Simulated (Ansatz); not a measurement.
# AlH5N2S: the cost of one run

Program: Ansatz 0.2.0, Gaussian basis. Level of theory: PBE0-D4/def2-TZVP structures, single points in def2-TZVPP, no counterpoise correction. These are calculated values, not measurements.

Levels: SPW92, PBE-D4, BLYP-D4, r2SCAN-D4, B97M-V, PBE0-D4, B3LYP-D4, r2SCAN0-D4, BHLYP-D4, CAM-B3LYP-D4, wB97X-V, wB97M-V, B2PLYP, PBE-QIDH, RPA on PBE, Hartree-Fock, MP2, CCSD, CCSD(T).

Cores are frozen in the correlated methods. B3LYP uses VWN-RPA correlation. B2PLYP carries no dispersion term here.

94 further runs of the same task are left out: 94 set aside as unsound or not needed. Runs told in other sessions of the task aren't counted.

### 1 Starting geometry

The complex: 11 atoms, charge 0, spin multiplicity 1.

Atoms are counted from 1 here; the program's logs count them from 0.

Bond lengths: Al1–S2 2.192 Å, Al1–N3 1.763 Å, Al1–N4 1.765 Å, S2–H7 1.344 Å, N3–H8 1.006 Å, N3–H9 1.006 Å, N4–H10 1.006 Å, N4–H11 1.006 Å, H5–H6 0.748 Å. Angles: S2–Al1–N3 117.5°, S2–Al1–N4 120.8°, N3–Al1–N4 121.7°, Al1–S2–H7 93.0°, Al1–N3–H8 124.2°, Al1–N3–H9 125.6°, H8–N3–H9 110.3°, Al1–N4–H10 125.0°, Al1–N4–H11 124.8°, H10–N4–H11 110.2°.

As a file:

```
Al    0.4817   -0.1075    0.2341
S     1.5074    1.8150   -0.0077
N     0.9636   -1.4277   -0.8310
N    -0.7529   -0.3223    1.4775
H    -1.3304    1.3991   -1.7021
H    -1.8256    0.8387   -1.7066
H     1.0393    2.2913    1.1582
H     1.7489   -1.3889   -1.4589
H     0.4949   -2.3141   -0.9132
H    -1.1587    0.4204    2.0210
H    -1.1684   -1.2038    1.7288
```

Its parts: AlH5N2S holds atoms 1, 2, 3, 4, 7, 8, 9, 10, 11; H2 holds atoms 5, 6. Each part counts its atoms afresh in its own runs.

### 2 Relaxing AlH5N2S alone

relax-a/in.yaml reads:

```yaml
crystal:
  periodic: [false, false, false]
  atoms:
    - {symbol: Al, position_ang: [0.481651, -0.107533, 0.234085]}
    - {symbol: S, position_ang: [1.507427, 1.814984, -0.007678]}
    - {symbol: N, position_ang: [0.963637, -1.427721, -0.830989]}
    - {symbol: N, position_ang: [-0.752851, -0.322267, 1.477458]}
    - {symbol: H, position_ang: [1.039321, 2.291258, 1.158151]}
    - {symbol: H, position_ang: [1.748922, -1.388933, -1.458882]}
    - {symbol: H, position_ang: [0.494933, -2.314096, -0.913225]}
    - {symbol: H, position_ang: [-1.158718, 0.420350, 2.021003]}
    - {symbol: H, position_ang: [-1.168408, -1.203758, 1.728782]}
basis:
  gaussian: {orbitals: def2-TZVP}
hamiltonian: {xc: pbe0, dispersion: d4}
relax: {f_tol: 0.005, max_steps: 200}
```

Run with:

```
ansatz run in.yaml --threads 4 --pin off --events-out ev --progress --plain --max-ram 9574MiB
```

**Question.** How long does this run take on 4 threads of Intel Xeon at 2.50GHz, shared host?

About 27 s.
